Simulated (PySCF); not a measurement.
# The bond of Br2+, level by level

The task here is to estimate one member of a computed series from the others.

Computed with PySCF 2.14.0. Level: Br def2-TZVPPD, no relativity.

The first run:

A driver script around PySCF takes these settings:

```json
{"atoms": "Br, Br", "charge": "1", "basis": "Br def2-TZVPPD", "Hamiltonian": "no relativity", "basis functions": "114", "electrons treated": "69", "masses in u": "78.9183, 78.9183", "levels": "PBE0, PBE, r²SCAN, B3LYP, BP86, r²SCAN0, BLYP, M06-L, ωB97X-V, HF, MP2, SCS-MP2", "grid": "80 radial by 434 angular points", "occupations": "held fixed by the projection of orbital angular momentum", "dissociation limit": "Br+ + Br, each in its ground configuration", "starting distance in angstrom": "2.330", "values of 2S to try": "1, 3"}
```

Run with:

```bash
$ OMP_NUM_THREADS=2 python dia.py task.json out
```

Among the steps run: The job; PBE0 along the bond; Other states along the same grid; PBE (GGA); r²SCAN; B3LYP; BP86; r²SCAN0 (hybrid meta-GGA); BLYP (GGA); M06-L (meta-GGA); ωB97X-V (range-separated hybrid); UHF (mean field).

One of the session's tables, all rows but one given; the rest of the session is left out.

It belongs to the step «The curves together». Energy (eV) from each level's lowest point:

| R (Å) | UHF | UHF-MP2 | UHF-SCS-MP2 | PBE | BLYP |
| --- | --- | --- | --- | --- | --- |
| 1.889 | 1.500 | 1.609 | 1.653 | 1.808 | 2.038 |
| 1.977 | 0.594 | 0.693 | 0.722 | 0.840 | 1.012 |
| 2.065 | 0.136 | 0.208 | 0.224 | 0.297 | 0.411 |
| 2.131 | 0.002 | 0.043 | 0.050 | 0.087 | 0.159 |
| 2.197 | ? | ? | ? | ? | ? |
| 2.263 | 0.097 | 0.046 | 0.039 | 0.005 | 0.000 |
| 2.351 | 0.335 | 0.201 | 0.188 | 0.114 | 0.061 |
| 2.461 | 0.748 | 0.486 | 0.467 | 0.354 | 0.248 |
| 2.592 | 1.333 | 0.883 | 0.861 | 0.724 | 0.560 |
| 2.768 | 2.157 | 1.405 | 1.382 | 1.254 | 1.028 |

Q: Estimate the row for R (Å) = 2.197 from the others.

Worked estimate for «UHF». A straight line through the neighbours (2.131, 0.002) and (2.263, 0.097) gives 0.002 + (0.097 − 0.002) × (2.197 − 2.131) / (2.263 − 2.131) = 0.050; a parabola fitted to 4 rows on both sides gives 0.003.

As computed: UHF: 0.000; UHF-MP2: 0.000; UHF-SCS-MP2: 0.000; PBE: 0.000; BLYP: 0.033. In «UHF» the line misses by +0.050 and the parabola by +0.003.
